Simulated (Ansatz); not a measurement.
# TiCo3: the cost of one run

Computed with Ansatz 0.2.0 (DFT PBEsol, scalar-relativistic, plane waves, PAW, unless a step's input says otherwise).

56 further runs of the same task are left out: 1 that didn't finish, 55 set aside as unsound or not needed.

### Step 1. The system as given

It takes space group Pm-3m (No. 221, cubic). Conventional cell: a = 3.528 Å, b = 3.528 Å, c = 3.528 Å, α = 90.00°, β = 90.00°, γ = 90.00°. Ti (site symmetry m-3m) has 12 Co at 2.49 Å as nearest neighbours. Co (site symmetry 4/mmm) has 4 Ti at 2.49 Å and 8 Co at 2.49 Å as nearest neighbours.

As a file:

```
CELL_PARAMETERS angstrom
3.52803 0.00000 0.00000
0.00000 3.52803 0.00000
0.00000 0.00000 3.52803
ATOMIC_POSITIONS crystal
Ti 0.00000 0.00000 0.00000
Co 0.00000 0.50000 0.50000
Co 0.50000 0.00000 0.50000
Co 0.50000 0.50000 0.00000
```

It is the result of an earlier relaxation at this level (volume 10.98 Å³/atom; gap on the mesh: none (metal), site moments up to 0.3 μB).

### Step 2. What is varied

The energy is mapped over volume and a fixed ferromagnetic moment.

The axes are (1) volume per atom: 9 values from 8.23 to 13.72 Å³; (2) total spin moment of the cell, held fixed: 11 values from 0.00 to 7.60 μB.

Nothing else is relaxed (shape and fractional coordinates fixed). Points are written as (first, second).

### Step 3. Point (12.35 Å³, 0.00 μB)

File input.yaml:

```yaml
crystal:
  lattice:
    - [3.669335064, 0.0, 0.0]
    - [0.0, 3.669335064, 0.0]
    - [0.0, 0.0, 3.669335064]
  atoms:
    - { symbol: Ti, position: [0.0, 0.0, 0.0] }
    - { symbol: Co, position: [0.0, 0.5, 0.5] }
    - { symbol: Co, position: [0.5, 0.0, 0.5] }
    - { symbol: Co, position: [0.5, 0.5, 0.0] }
basis:
  ecutwfc: 520.0
kpoints:
  mp_grid: { grid: [12, 12, 12] }
hamiltonian:
  xc: pbesol
scf:
  occupations: { method: gaussian, width: 0.15 }
  lower_state_search: "off"
output:
  forces: true
  stress: true
  eigenvalues: true
```

The run is started by

```bash
> ansatz run input.yaml --threads 4 --pin off --max-ram 8192MiB --backend cpu --events-out ev --progress --plain --runs-dir out
```

**Question.** How long does this run take on 4 threads of Arm Neoverse V2, shared host, and how much memory does it need?

About 2.5 s, with a peak of 0.48 GiB.
